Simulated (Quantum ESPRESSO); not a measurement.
# CdRu2 (I4/mmm) in Quantum ESPRESSO: single point with PBE+D2

Aim: the single point of CdRu2 with PBE+D2.

Everything below comes from runs of Quantum ESPRESSO 7.5. Logs are shortened: lines on timing, memory, paths and dates and some standing lists are left out, and cuts for length are marked.

## (1) Starting point

Symmetry: I4/mmm, No. 139, tetragonal system. Conventional cell: a = 3.251 Å, b = 3.251 Å, c = 7.987 Å, α = 90.00°, β = 90.00°, γ = 90.00°. Cd (site symmetry 4/mmm) is surrounded by 10 Ru at 2.66 Å. Around Ru (site symmetry 4mm) lie 5 Ru at 2.65 to 2.67 Å and 5 Cd at 2.66 Å.

The cell was built by a generator and needn't be a form met in nature.

## (2) Single point, PBE+D2

Input file run.py:

```python
import numpy as np
from ase.calculators.espresso import Espresso, EspressoProfile
from ase.io import read

atoms = read('CdRu2.cif')

input_data = {
    'control': {'calculation': 'scf', 'prefix': 'pwscf', 'outdir': './tmp', 'tprnfor': True, 'tstress': True, 'disk_io': 'nowf'},
    'system': {'ecutwfc': 60.0, 'ecutrho': 480.0, 'nbnd': 31, 'occupations': 'smearing', 'smearing': 'gaussian', 'degauss': 0.00367493, 'vdw_corr': 'grimme-d2'},
    'electrons': {'conv_thr': 6e-10, 'electron_maxstep': 120, 'mixing_beta': 0.5, 'mixing_mode': 'TF', 'diagonalization': 'paro'},
}
pseudopotentials = {'Ru': 'Ru_ONCV_PBE-1.0.oncvpsp.upf', 'Cd': 'Cd.pbe-dn-rrkjus_psl.0.3.1.UPF'}
profile = EspressoProfile(command='pw.x', pseudo_dir='pseudo')
dft = Espresso(profile=profile, input_data=input_data, pseudopotentials=pseudopotentials, kpts=(11, 11, 11), koffset=(0, 0, 0))
atoms.calc = dft

print(f'energy {atoms.get_potential_energy():.8f} eV')
print('forces (eV/A)')
print(np.round(atoms.get_forces(), 6))
print('stress (eV/A^3, Voigt)')
print(np.round(atoms.get_stress(), 8))
print(f'Fermi level {dft.get_fermi_level():.4f} eV')
```

Input file CdRu2.cif:

```cif
data_CdRu2
_cell_length_a 4.60779340
_cell_length_b 4.60779340
_cell_length_c 4.60779340
_cell_angle_alpha 138.68398875
_cell_angle_beta 138.68398875
_cell_angle_gamma 59.85703644
_space_group_name_H-M_alt 'P1'
_space_group_name_Hall 'P 1'
_space_group_IT_number 1
loop_
_space_group_symop_operation_xyz
'x,y,z'
loop_
_atom_site_label
_atom_site_type_symbol
_atom_site_symmetry_multiplicity
_atom_site_Wyckoff_symbol
_atom_site_fract_x
_atom_site_fract_y
_atom_site_fract_z
_atom_site_occupancy
Cd1 Cd 1 a 0.0000000000 0.0000000000 0.0000000000 1
Ru1 Ru 1 a 0.3330000000 0.3330000000 0.0000000000 1
Ru2 Ru 1 a 0.6670000000 0.6670000000 0.0000000000 1
```

Potentials or basis: SSSP 1.3 efficiency PBE.

On the command line:

```
$ OMP_NUM_THREADS=1 python run.py
```

Log:

```text
energy -6793.79793921 eV
forces (eV/A)
[[ 0.        0.        0.      ]
 [-0.293579 -0.16901   0.      ]
 [ 0.293579  0.16901  -0.      ]]
stress (eV/A^3, Voigt)
[-0.18420262 -0.13824607 -0.11546475  0.          0.         -0.03957168]
Fermi level 21.3853 eV
```

espresso.pwi:

```text
&CONTROL
   calculation      = 'scf'
   tstress          = .true.
   tprnfor          = .true.
   outdir           = './tmp'
   prefix           = 'pwscf'
   disk_io          = 'nowf'
   pseudo_dir       = 'pseudo'
/
&SYSTEM
   nbnd             = 31
   ecutwfc          = 60.0
   ecutrho          = 480.0
   occupations      = 'smearing'
   degauss          = 0.00367493
   smearing         = 'gaussian'
   vdw_corr         = 'grimme-d2'
   ntyp             = 2
   nat              = 3
   ibrav            = 0
/
&ELECTRONS
   electron_maxstep = 120
   conv_thr         = 6e-10
   mixing_mode      = 'TF'
   mixing_beta      = 0.5
   diagonalization  = 'paro'
/
&IONS
/
&CELL
/
&FCP
/
&RISM
/
ATOMIC_SPECIES
Cd 112.414 Cd.pbe-dn-rrkjus_psl.0.3.1.UPF
Ru 101.07 Ru_ONCV_PBE-1.0.oncvpsp.upf

K_POINTS automatic
11 11 11  0 0 0

CELL_PARAMETERS angstrom
4.60779340000000 0.00000000000000 0.00000000000000
2.31384646828814 3.98470507544461 0.00000000000000
-3.46081993407259 -1.99235253768116 2.29891643314950

ATOMIC_POSITIONS angstrom
Cd 0.0000000000 0.0000000000 0.0000000000  
Ru 2.3049060761 1.3269067901 0.0000000000  
Ru 4.6167337921 2.6577982853 0.0000000000
```

espresso.pwo:

```text
This program is part of the open-source Quantum ESPRESSO suite
     for quantum simulation of materials; please cite
         "P. Giannozzi et al., J. Phys.:Condens. Matter 21 395502 (2009);
         "P. Giannozzi et al., J. Phys.:Condens. Matter 29 465901 (2017);
         "P. Giannozzi et al., J. Chem. Phys. 152 154105 (2020);
     in publications or presentations arising from this work. More details at

Warning: card &CELL ignored
Warning: card &FCP ignored
Warning: card &RISM ignored

     file Cd.pbe-dn-rrkjus_psl.0.3.1.UPF: wavefunction(s)  4D renormalized
     Message from routine setup:
     using ibrav=0 with symmetry is DISCOURAGED, use correct ibrav instead

     G-vector sticks info
     --------------------
     sticks:   dense  smooth     PW     G-vecs:    dense   smooth      PW
     Sum        2519    1261    433                50673    17945    3629

     Using Slab Decomposition

     bravais-lattice index     =            0
     lattice parameter (alat)  =       8.7075  a.u.
     unit-cell volume          =     284.8452 (a.u.)^3
     number of atoms/cell      =            3
     number of atomic types    =            2
     number of electrons       =        44.00
     number of Kohn-Sham states=           31
     kinetic-energy cutoff     =      60.0000  Ry
     charge density cutoff     =     480.0000  Ry
     scf convergence threshold =      6.0E-10
     mixing beta               =       0.5000
     number of iterations used =            8  TF        mixing
     Exchange-correlation= PBE
                           (   1   4   3   4   0   0   0)

     celldm(1)=   8.707468  celldm(2)=   0.000000  celldm(3)=   0.000000
     celldm(4)=   0.000000  celldm(5)=   0.000000  celldm(6)=   0.000000

     crystal axes: (cart. coord. in units of alat)
               a(1) = (   1.000000   0.000000   0.000000 )
               a(2) = (   0.502159   0.864775   0.000000 )
               a(3) = (  -0.751080  -0.432388   0.498919 )

     reciprocal axes: (cart. coord. in units 2 pi/alat)
               b(1) = (  1.000000 -0.580682  1.002166 )
               b(2) = ( -0.000000  1.156370  1.002166 )
               b(3) = (  0.000000  0.000000  2.004333 )

     PseudoPot. # 1 for Cd read from file:
     Cd.pbe-dn-rrkjus_psl.0.3.1.UPF
     Pseudo is Ultrasoft + core correction, Zval = 12.0
     Generated using "atomic" code by A. Dal Corso  v.5.0.99 svn rev. 10869
     Using radial grid of 1239 points,  6 beta functions with:
                l(1) =   0
                l(2) =   0
                l(3) =   1
                l(4) =   1
                l(5) =   2
                l(6) =   2
     Q(r) pseudized with 0 coefficients

     PseudoPot. # 2 for Ru read from file:
     Ru_ONCV_PBE-1.0.oncvpsp.upf
     Pseudo is Norm-conserving, Zval = 16.0
     Generated using ONCVPSP code by D. R. Hamann
     Using radial grid of 1458 points,  6 beta functions with:
                l(1) =   0
                l(2) =   0
                l(3) =   1
                l(4) =   1
                l(5) =   2
                l(6) =   2

     atomic species   valence    mass     pseudopotential
     Cd               12.00   112.41400     Cd( 1.00)
     Ru               16.00   101.07000     Ru( 1.00)

      4 Sym. Ops., with inversion, found

   Cartesian axes

     site n.     atom                  positions (alat units)
         1        Cd     tau(   1) = (   0.0000000   0.0000000   0.0000000  )
         2        Ru     tau(   2) = (   0.5002191   0.2879701   0.0000000  )
         3        Ru     tau(   3) = (   1.0019403   0.5768050   0.0000000  )

     -------------------------------------------------
     Parameters for Dispersion (Grimme-D2) Correction:
     -------------------------------------------------
       atom      VdW radius       C_6

        Cd         3.097        855.833
        Ru         3.097        855.833

     number of k points=   366  Gaussian smearing, width (Ry)=  0.0037

     Number of k-points >= 100: set verbosity='high' to print them.

     Dense  grid:    50673 G-vectors     FFT dimensions: (  64,  64,  64)

     Smooth grid:    17945 G-vectors     FFT dimensions: (  45,  45,  45)

     Initial potential from superposition of free atoms

     starting charge      43.9940, renormalised to      44.0000
     Starting wfcs are   29 randomized atomic wfcs +    2 random wfcs

     Self-consistent Calculation

     iteration #  1     ecut=    60.00 Ry     beta= 0.50
     ParO style diagonalization
     ethr =  1.00E-02,  avg # of iterations =  5.7

     Threshold (ethr) on eigenvalues was too large:
     Diagonalizing with lowered threshold

     ParO style diagonalization
     ethr =  1.24E-04,  avg # of iterations =  3.8

     total energy              =    -499.34036324 Ry
     estimated scf accuracy    <       0.05468188 Ry
[... 50 lines left out ...]
     iteration #  9     ecut=    60.00 Ry     beta= 0.50
     ParO style diagonalization
     ethr =  5.95E-12,  avg # of iterations =  5.8

     End of self-consistent calculation

     Number of k-points >= 100: set verbosity='high' to print the bands.

     the Fermi energy is    21.3853 ev

!    total energy              =    -499.33498221 Ry
     estimated scf accuracy    <          1.4E-10 Ry
     smearing contrib. (-TS)   =      -0.00041676 Ry
     internal energy E=F+TS    =    -499.33456545 Ry

     The total energy is F=E-TS. E is the sum of the following terms:
     one-electron contribution =     -84.92077908 Ry
     hartree contribution      =      79.96785950 Ry
     xc contribution           =     -82.89121271 Ry
     ewald contribution        =    -411.33290724 Ry
     Dispersion Correction     =      -0.15752591 Ry

     convergence has been achieved in   9 iterations

     Forces acting on atoms (cartesian axes, Ry/au):

     atom    1 type  1   force =     0.00000000    0.00000000    0.00000000
     atom    2 type  2   force =    -0.01141840   -0.00657344    0.00000000
     atom    3 type  2   force =     0.01141840    0.00657344   -0.00000000

     Total force =     0.018633     Total SCF correction =     0.000025

     Computing stress (Cartesian axis) and pressure

          total   stress  (Ry/bohr**3)                   (kbar)     P=      233.87
   0.00200622   0.00043099  -0.00000000          295.13       63.40       -0.00
   0.00043099   0.00150569  -0.00000000           63.40      221.49       -0.00
  -0.00000000  -0.00000000   0.00125757           -0.00       -0.00      185.00

=------------------------------------------------------------------------------=
   JOB DONE.
=------------------------------------------------------------------------------=
```

Wall time 14 min (1 thread of Intel Xeon Platinum 8488C (Sapphire Rapids), shared host); peak memory 0.61 GiB.

Results:

```yaml
Free_energy: -6793.7985 eV
Pressure: 23.4 GPa
Largest_force: 0.339 eV/Å
Band_gap_on_the_k_mesh: none (metal or under the smearing width)
```

Forces on the atoms (eV/Å):
```
Cd   0.000  0.000  0.000
Ru  -0.294 -0.169  0.000
Ru   0.294  0.169  0.000
```

Stress tensor (GPa, compression positive):
```
29.51  6.34  0.00
 6.34 22.15  0.00
 0.00  0.00 18.50
```

Caveat: so large a pressure means that the cell lies far from this level's equilibrium, or that cutoff or potentials fall short; pairwise dispersion overbinds metals, which lowers pressure and volume.
